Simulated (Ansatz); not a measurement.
# In26SnP27: the cost of one run

Program: Ansatz 0.2.0. Level of theory: DFT, PBE, plane-wave PAW, default files, scalar-relativistic, as far as a step names no other. These are calculated values, not measurements.

The COD entry's cell or inner coordinates are ideal or old and differ from later refinements, so a difference from it is no clean test against experiment.

1 further run of the same task is left out (it didn't finish).

## Step 1: The starting structure

It takes space group F-43m (No. 216, cubic). Conventional cell: a = 17.583 Å, b = 17.583 Å, c = 17.583 Å, α = 90.00°, β = 90.00°, γ = 90.00°. Sn (site symmetry -43m) is surrounded by 4 P at 2.54 Å. In (site symmetry m) is surrounded by 4 P at 2.54 Å. Around In (site symmetry 3m) lie 4 P at 2.54 Å. Around In (site symmetry 2mm) lie 4 P at 2.54 Å. Around P (site symmetry 3m) lie 1 Sn at 2.54 Å and 3 In at 2.54 Å. P (site symmetry 2mm) is surrounded by 4 In at 2.54 Å. P (site symmetry m) is surrounded by 4 In at 2.54 Å. Only part of the 10 independent sites is listed.

Structure file:

```cif
data_structure
_symmetry_space_group_name_H-M 'P 1'
_symmetry_Int_Tables_number 1
_cell_length_a 12.4331
_cell_length_b 12.4331
_cell_length_c 12.4331
_cell_angle_alpha 60.000
_cell_angle_beta 60.000
_cell_angle_gamma 60.000
_cell_volume 1359.00
loop_
_atom_site_label
_atom_site_type_symbol
_atom_site_fract_x
_atom_site_fract_y
_atom_site_fract_z
_atom_site_occupancy
Sn1 Sn 0.00000 0.00000 0.00000 1
In1 In 0.00000 0.00000 0.33333 1
In2 In 0.00000 0.00000 0.66667 1
In3 In 0.00000 0.33333 0.00000 1
In4 In 0.00000 0.33333 0.33333 1
In5 In 0.00000 0.33333 0.66667 1
In6 In 0.00000 0.66667 0.00000 1
In7 In 0.00000 0.66667 0.33333 1
In8 In 0.00000 0.66667 0.66667 1
In9 In 0.33333 0.00000 0.00000 1
In10 In 0.33333 0.00000 0.33333 1
In11 In 0.33333 0.00000 0.66667 1
In12 In 0.33333 0.33333 0.00000 1
In13 In 0.33333 0.33333 0.33333 1
In14 In 0.33333 0.33333 0.66667 1
In15 In 0.33333 0.66667 0.00000 1
In16 In 0.33333 0.66667 0.33333 1
In17 In 0.33333 0.66667 0.66667 1
In18 In 0.66667 0.00000 0.00000 1
In19 In 0.66667 0.00000 0.33333 1
In20 In 0.66667 0.00000 0.66667 1
In21 In 0.66667 0.33333 0.00000 1
In22 In 0.66667 0.33333 0.33333 1
In23 In 0.66667 0.33333 0.66667 1
In24 In 0.66667 0.66667 0.00000 1
In25 In 0.66667 0.66667 0.33333 1
In26 In 0.66667 0.66667 0.66667 1
P1 P 0.08333 0.08333 0.08333 1
P2 P 0.08333 0.08333 0.41667 1
P3 P 0.08333 0.08333 0.75000 1
P4 P 0.08333 0.41667 0.08333 1
P5 P 0.08333 0.41667 0.41667 1
P6 P 0.08333 0.41667 0.75000 1
P7 P 0.08333 0.75000 0.08333 1
P8 P 0.08333 0.75000 0.41667 1
P9 P 0.08333 0.75000 0.75000 1
P10 P 0.41667 0.08333 0.08333 1
P11 P 0.41667 0.08333 0.41667 1
P12 P 0.41667 0.08333 0.75000 1
P13 P 0.41667 0.41667 0.08333 1
P14 P 0.41667 0.41667 0.41667 1
P15 P 0.41667 0.41667 0.75000 1
P16 P 0.41667 0.75000 0.08333 1
P17 P 0.41667 0.75000 0.41667 1
P18 P 0.41667 0.75000 0.75000 1
P19 P 0.75000 0.08333 0.08333 1
P20 P 0.75000 0.08333 0.41667 1
P21 P 0.75000 0.08333 0.75000 1
P22 P 0.75000 0.41667 0.08333 1
P23 P 0.75000 0.41667 0.41667 1
P24 P 0.75000 0.41667 0.75000 1
P25 P 0.75000 0.75000 0.08333 1
P26 P 0.75000 0.75000 0.41667 1
P27 P 0.75000 0.75000 0.75000 1
```

Atom 1 of the input is the impurity.

## Step 2: Single point at the given positions

input.yaml reads:

```yaml
crystal:
  lattice:
    - [0.0, 8.7915, 8.7915]
    - [8.7915, 0.0, 8.7915]
    - [8.7915, 8.7915, 0.0]
  atoms:
    - { symbol: Sn, position: [0.0, 0.0, 0.0] }
    - { symbol: In, position: [0.0, 0.0, 0.3333333333] }
    - { symbol: In, position: [0.0, 0.0, 0.6666666667] }
    - { symbol: In, position: [0.0, 0.3333333333, 0.0] }
    - { symbol: In, position: [0.0, 0.3333333333, 0.3333333333] }
    - { symbol: In, position: [0.0, 0.3333333333, 0.6666666667] }
    - { symbol: In, position: [0.0, 0.6666666667, 0.0] }
    - { symbol: In, position: [0.0, 0.6666666667, 0.3333333333] }
    - { symbol: In, position: [0.0, 0.6666666667, 0.6666666667] }
    - { symbol: In, position: [0.3333333333, 0.0, 0.0] }
    - { symbol: In, position: [0.3333333333, 0.0, 0.3333333333] }
    - { symbol: In, position: [0.3333333333, 0.0, 0.6666666667] }
    - { symbol: In, position: [0.3333333333, 0.3333333333, 0.0] }
    - { symbol: In, position: [0.3333333333, 0.3333333333, 0.3333333333] }
    - { symbol: In, position: [0.3333333333, 0.3333333333, 0.6666666667] }
    - { symbol: In, position: [0.3333333333, 0.6666666667, 0.0] }
    - { symbol: In, position: [0.3333333333, 0.6666666667, 0.3333333333] }
    - { symbol: In, position: [0.3333333333, 0.6666666667, 0.6666666667] }
    - { symbol: In, position: [0.6666666667, 0.0, 0.0] }
    - { symbol: In, position: [0.6666666667, 0.0, 0.3333333333] }
    - { symbol: In, position: [0.6666666667, 0.0, 0.6666666667] }
    - { symbol: In, position: [0.6666666667, 0.3333333333, 0.0] }
    - { symbol: In, position: [0.6666666667, 0.3333333333, 0.3333333333] }
    - { symbol: In, position: [0.6666666667, 0.3333333333, 0.6666666667] }
    - { symbol: In, position: [0.6666666667, 0.6666666667, 0.0] }
    - { symbol: In, position: [0.6666666667, 0.6666666667, 0.3333333333] }
    - { symbol: In, position: [0.6666666667, 0.6666666667, 0.6666666667] }
    - { symbol: P, position: [0.0833333333, 0.0833333333, 0.0833333333] }
    - { symbol: P, position: [0.0833333333, 0.0833333333, 0.4166666667] }
    - { symbol: P, position: [0.0833333333, 0.0833333333, 0.75] }
    - { symbol: P, position: [0.0833333333, 0.4166666667, 0.0833333333] }
    - { symbol: P, position: [0.0833333333, 0.4166666667, 0.4166666667] }
    - { symbol: P, position: [0.0833333333, 0.4166666667, 0.75] }
    - { symbol: P, position: [0.0833333333, 0.75, 0.0833333333] }
    - { symbol: P, position: [0.0833333333, 0.75, 0.4166666667] }
    - { symbol: P, position: [0.0833333333, 0.75, 0.75] }
    - { symbol: P, position: [0.4166666667, 0.0833333333, 0.0833333333] }
    - { symbol: P, position: [0.4166666667, 0.0833333333, 0.4166666667] }
    - { symbol: P, position: [0.4166666667, 0.0833333333, 0.75] }
    - { symbol: P, position: [0.4166666667, 0.4166666667, 0.0833333333] }
    - { symbol: P, position: [0.4166666667, 0.4166666667, 0.4166666667] }
    - { symbol: P, position: [0.4166666667, 0.4166666667, 0.75] }
    - { symbol: P, position: [0.4166666667, 0.75, 0.0833333333] }
    - { symbol: P, position: [0.4166666667, 0.75, 0.4166666667] }
    - { symbol: P, position: [0.4166666667, 0.75, 0.75] }
    - { symbol: P, position: [0.75, 0.0833333333, 0.0833333333] }
    - { symbol: P, position: [0.75, 0.0833333333, 0.4166666667] }
    - { symbol: P, position: [0.75, 0.0833333333, 0.75] }
    - { symbol: P, position: [0.75, 0.4166666667, 0.0833333333] }
    - { symbol: P, position: [0.75, 0.4166666667, 0.4166666667] }
    - { symbol: P, position: [0.75, 0.4166666667, 0.75] }
    - { symbol: P, position: [0.75, 0.75, 0.0833333333] }
    - { symbol: P, position: [0.75, 0.75, 0.4166666667] }
    - { symbol: P, position: [0.75, 0.75, 0.75] }
total_charge: -1
kpoints:
  mp_grid: { grid: [2, 2, 2] }
scf:
  occupations: { method: fermi_dirac, width: 0.01 }
hamiltonian:
  xc: pbe
  pseudopotentials: { kind: paw }
output:
  forces: true
  stress: true
  populations: true
  efg:
    quadrupole_moments_barn: { Sn: -0.132, In: 0.772 }
    contact_densities: true
  write_density: true
  write_potential: true
  elf: true
  volumetric_format: npy
```

Run with:

```console
> ansatz run input.yaml --threads 4 --pin off --max-ram 8192MiB --backend cpu --events-out ev --progress --plain --runs-dir out
```

**Question.** How long does this run take on 4 threads of Intel Xeon Platinum 8488C (Sapphire Rapids), shared host, and how much memory does it need?

About 33 s, with a peak of 6 GiB.
